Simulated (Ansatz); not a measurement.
# C₃H₅BClF: small, medium and large basis sets

An exercise on one series of results from a longer session: the logs are not shown, and one member is left open.

Program: Ansatz 0.2.0, Gaussian basis. Level of theory: one geometry, several basis sets. These are calculated values, not measurements.

Levels to be run: PBE0-D4/def2-SVP; ωB97M-V/def2-SVP; PBE0-D4/def2-QZVPP; ωB97M-V/def2-QZVPP; the functionals' def2-TZVPP values are taken from earlier runs.

## Structure used throughout

An earlier PBE0-D4 in a triple-zeta def2 set relaxation fixed the geometry.

SMILES `C=C(C)B(F)Cl`, 11 atoms, charge 0, spin multiplicity 1.

Atoms are counted from 1 here; the program's logs count them from 0.

Bond lengths: C1–C2 1.337 Å, C1–H7 1.087 Å, C1–H8 1.084 Å, C2–C3 1.498 Å, C2–B4 1.548 Å, C3–H9 1.093 Å, C3–H10 1.093 Å, C3–H11 1.092 Å, B4–F5 1.321 Å, B4–Cl6 1.759 Å. Angles: C2–C1–H7 121.8°, C2–C1–H8 121.4°, H7–C1–H8 116.8°, C1–C2–C3 122.2°, C1–C2–B4 117.1°, C3–C2–B4 120.7°, C2–C3–H9 111.0°, C2–C3–H10 111.0°, C2–C3–H11 111.4°, H9–C3–H10 106.3°, H9–C3–H11 108.5°, H10–C3–H11 108.5°, C2–B4–F5 121.4°, C2–B4–Cl6 122.0°, F5–B4–Cl6 116.6°.

Set-up of the first run:

in.yaml reads:

```yaml
crystal:
  periodic: [false, false, false]
  atoms:
    - {symbol: C, position_ang: [-0.279963, -1.188108, -0.890655]}
    - {symbol: C, position_ang: [-0.058309, -0.111733, -0.129290]}
    - {symbol: C, position_ang: [0.856334, -0.148224, 1.056018]}
    - {symbol: B, position_ang: [-0.791802, 1.194156, -0.521745]}
    - {symbol: F, position_ang: [-1.601101, 1.242930, -1.565054]}
    - {symbol: Cl, position_ang: [-0.594639, 2.684521, 0.391159]}
    - {symbol: H, position_ang: [0.195109, -2.143697, -0.684231]}
    - {symbol: H, position_ang: [-0.944942, -1.148001, -1.746322]}
    - {symbol: H, position_ang: [0.323757, 0.125731, 1.970850]}
    - {symbol: H, position_ang: [1.669129, 0.574962, 0.946644]}
    - {symbol: H, position_ang: [1.291827, -1.139637, 1.193230]}
basis:
  gaussian: {orbitals: def2-SVP}
hamiltonian: {xc: pbe0, dispersion: d4}
output: {orbitals: {seedname: orbitals}}
```

Among the steps run: PBE0-D4 in def2-SVP; ωB97M-V in def2-SVP; PBE0-D4 in def2-QZVPP; ωB97M-V in def2-QZVPP.

One of the session's tables, all rows but one given; the rest of the session is left out.

It belongs to the step «Functionals by basis». 

| functional | basis | HOMO (eV) |
| --- | --- | --- |
| PBE0-D4 | def2-SVP | ? |
| PBE0-D4 | def2-TZVPP | -8.07 |
| PBE0-D4 | def2-QZVPP | -8.08 |
| ωB97M-V | def2-SVP | -10.18 |
| ωB97M-V | def2-TZVPP | -10.26 |
| ωB97M-V | def2-QZVPP | -10.28 |

Estimate the missing values for PBE0-D4, def2-SVP.

The run gave: HOMO (eV): -8.00. In the column «HOMO (eV)» it is the highest.
